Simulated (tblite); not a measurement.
# C7H14Ge: the cost of one run

The runs use tblite 0.8.0 and PySCF 2.14.0, with density-fitted response routines of our own; the level of theory stands in each step. All values are computed, except where a source is named. Atoms are numbered from 0 throughout.

### 1 The starting structure

22 atoms, charge 0, multiplicity 1; geometry from: force field or distance geometry start.

Bonds of the start (Å): C0–C1 1.35, C1–C2 1.49, C2–Ge3 1.96, Ge3–C4 1.95, C4–C5 1.53, C5–C6 1.53, C6–C7 1.53, C5–C2 1.55, C0–H8 1.09, C0–H9 1.08, C1–H10 1.08, C2–H11 1.11, Ge3–H12 1.53, Ge3–H13 1.55, C4–H14 1.11, C4–H15 1.11, C5–H16 1.12, C6–H17 1.11, C6–H18 1.11, C7–H19 1.11, C7–H20 1.12, C7–H21 1.12.

### 2 Optimising the geometry with GFN2-xTB

What the job is given:

```
{"job": {"kind": "relax", "xc": "GFN2-xTB", "basis": "xTB"}, "charge": 0, "multiplicity": 1}
C      2.461300    -1.260200     1.002300
C      2.208100    -0.066200     0.430100
C      1.087200     0.105300    -0.529600
Ge     0.945500     1.946700    -1.173700
C     -0.715100     1.532600    -0.245500
C     -0.313000     0.104800     0.142200
C     -1.236000    -0.977000    -0.432700
C     -2.582200    -0.995100     0.285600
H      1.833000    -2.120300     0.780800
H      3.275800    -1.374200     1.700200
H      2.860700     0.763400     0.678100
H      1.155700    -0.593800    -1.392300
H      0.773500     2.037200    -2.692600
H      1.836000     2.937000    -0.379700
H     -0.860400     2.197700     0.634600
H     -1.573500     1.582100    -0.946300
H     -0.229600     0.018800     1.255900
H     -1.395600    -0.826600    -1.518500
H     -0.756600    -1.970200    -0.288200
H     -2.445400    -1.188000     1.373300
H     -3.120700    -0.027100     0.147500
H     -3.219000    -1.807500    -0.141200
```

Run with:

```sh
$ OMP_NUM_THREADS=1 python probes_run.py task.json out
```

This one command runs all jobs of the session in turn.

**Question.** How long does this first job take on 1 thread of Arm Neoverse N1, shared host, and how much memory does it need?

About 2.6 s, with a peak of 0.18 GiB.
